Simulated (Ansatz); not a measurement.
# SiGeH₄+ (doublet): wave-function methods side by side, cc-pVTZ

How much of the correlation energy of SiGeH₄+ (doublet) does each wave-function method recover here?

The runs use Ansatz 0.2.0, Gaussian basis; cc-pVTZ, core rule «outside noble gas», up to 19 orbitals frozen.

To be run: UHF; CCSD(T) on ROHF; CCSD(T) on UHF; BCCD(T) on ROHF; CCSDT(Q) on ROHF; CCSDT(Q) on UHF.

4 further runs of the same task are left out: 4 set aside as unsound or not needed.

## Step 1: What is computed

The geometry is a PBE0/def2-TZVP stationary point (not a proven minimum) of the parent state, kept for this charge and spin. No spin-orbit coupling is included. The filled d shell of Ge may be among the frozen orbitals whatever the setting's name suggests; the logs give the count.

6 atoms, charge 1, spin multiplicity 2.

Atoms are counted from 1 here; the program's logs count them from 0.

Bond lengths: Si1–Ge2 2.457 Å, Si1–H3 1.489 Å, Si1–H4 1.494 Å, Si1–H5 1.494 Å, Ge2–H6 1.593 Å. Angles: Ge2–Si1–H3 118.9°, Ge2–Si1–H4 107.4°, Ge2–Si1–H5 107.4°, H3–Si1–H4 107.9°, H3–Si1–H5 107.9°, H4–Si1–H5 106.6°, Si1–Ge2–H6 92.7°.

## Step 2: UHF

Contents of in.yaml:

```yaml
crystal:
  periodic: [false, false, false]
  atoms:
    - {symbol: Si, position_ang: [0.000000, 0.027795, 1.712649]}
    - {symbol: Ge, position_ang: [0.000000, -0.030704, -0.744071]}
    - {symbol: H, position_ang: [0.000000, 1.348061, 2.400385]}
    - {symbol: H, position_ang: [1.197551, -0.733921, 2.178541]}
    - {symbol: H, position_ang: [-1.197551, -0.733921, 2.178541]}
    - {symbol: H, position_ang: [0.000000, 1.558094, -0.855589]}
basis:
  gaussian: {orbitals: cc-pVTZ}
total_charge: 1
magnetization: {spin_polarized: true, initial_magnetization: 1}
hamiltonian: {xc: hf}
output: {orbitals: {seedname: orbitals}}
```

Run with:

```bash
ansatz run in.yaml --threads 1 --pin off --events-out ev --progress --plain --max-ram 4096MiB --backend cpu
```

After this run come: CCSD(T) on ROHF; CCSD(T) on UHF; BCCD(T) on ROHF; CCSDT(Q) on ROHF; CCSDT(Q) on UHF.

**Question.** What will the summary of the whole plan be? Wanted: UCCSDT(Q) below the RHF energy; RMP2 from UCCSDT(Q); UMP2 from UCCSDT(Q); RCCSD from UCCSDT(Q); RCCSD(T) from UCCSDT(Q); UCCSD(T) from UCCSDT(Q); RCCSDT(Q) from UCCSDT(Q); T1 diagnostic.

**Answer**, as computed:

```
                         quantity                      value
   UCCSDT(Q) below the RHF energy                 -6.8115 eV
              RMP2 from UCCSDT(Q)              +136.0 kJ/mol
              UMP2 from UCCSDT(Q)              +136.9 kJ/mol
             RCCSD from UCCSDT(Q)               +24.9 kJ/mol
          RCCSD(T) from UCCSDT(Q)                +5.0 kJ/mol
          UCCSD(T) from UCCSDT(Q)                +4.6 kJ/mol
         RCCSDT(Q) from UCCSDT(Q)                +0.5 kJ/mol
levels within 1 kcal/mol (43 meV)  RCCSDT, UCCSDT, RCCSDT(Q)
                    T1 diagnostic                      0.026
```

**Reading.** RCCSD(T) misses by +5.0 kJ/mol, 0.8 % of the correlation energy. These misses are within one basis, not against nature; the frozen cores of restricted and unrestricted runs differ, which can shift their rows.
